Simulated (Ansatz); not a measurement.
## CH3AlOZn, SMILES [CH2]1[O][Zn][AlH]1: an atomisation energy, step by step

Program: Ansatz's Python interface.

Run as a notebook:

In [1]:
```python
from collections import Counter

import ansatz as az
```

In [2]:
```python
BASIS = '6-31G*'
XC = 'PBE'


def energy_of(molecule, charge=0, unpaired=0):
    calc = molecule.calculation().basis(gaussian=BASIS).functional(XC)
    if charge:
        calc = calc.charge(charge)
    if unpaired:
        calc = calc.spin('collinear', total=unpaired)
    return calc.run(threads=1).report['free_energy_ev']
```

In [3]:
```python
geometry_ang = [
    ('C', (-0.521, 0.3705, 0.2238)),
    ('O', (0.3773, 1.3017, 0.71)),
    ('Zn', (0.9282, -0.739, 1.5042)),
    ('Al', (0.4095, -0.9597, -0.8994)),
    ('H', (-1.0961, -0.0801, 1.0386)),
    ('H', (-1.3012, 0.9839, -0.4139)),
    ('H', (1.2647, -0.9452, -2.209)),
]
mol = az.Crystal.molecule()
for symbol, xyz in geometry_ang:
    mol = mol.atom(symbol, xyz)
```

In [4]:
```python
# unpaired electrons of the ground-state atoms
unpaired = {'C': 2, 'O': 2, 'Zn': 0, 'Al': 1, 'H': 1}
counts = Counter(site.symbol for site in mol.cartesian_sites)
atom_energy = {s: energy_of(az.Crystal.molecule().atom(s, (0, 0, 0)), 0, unpaired[s]) for s in counts}
whole = energy_of(mol, 0, 0)
for s, e in atom_energy.items():
    print(f'{s:2s} x{counts[s]}  {e:14.5f} eV')
print(f'CH3AlOZn: {whole:.5f} eV')
split = sum(counts[s] * e for s, e in atom_energy.items()) - whole
print(f'atomisation energy (no zero-point term): {split:.3f} eV, {split / sum(counts.values()):.3f} eV an atom')
```
```text
C  x1     -1028.12444 eV
O  x1     -2040.14094 eV
Zn x1    -48402.42100 eV
Al x1     -6590.81403 eV
H  x3       -13.53580 eV
CH3AlOZn: -58122.71544 eV
atomisation energy (no zero-point term): 20.608 eV, 2.944 eV an atom
```

20.608 eV from the electronic energies, without the zero-point term.

Notes:
- Total energies depend on the basis set; only differences at equal settings carry meaning.
- The geometry is a force-field or estimated start, not a minimum of this method, and the basis set is short of its limit. All parts are taken at fixed geometry, without zero-point energy.
- This functional overbinds, so such energies come out a few per cent too high (LDA far more).
- Timing: 4.4 s on 1 thread of Arm Neoverse V1, on a shared host, peak memory 0.19 GiB.
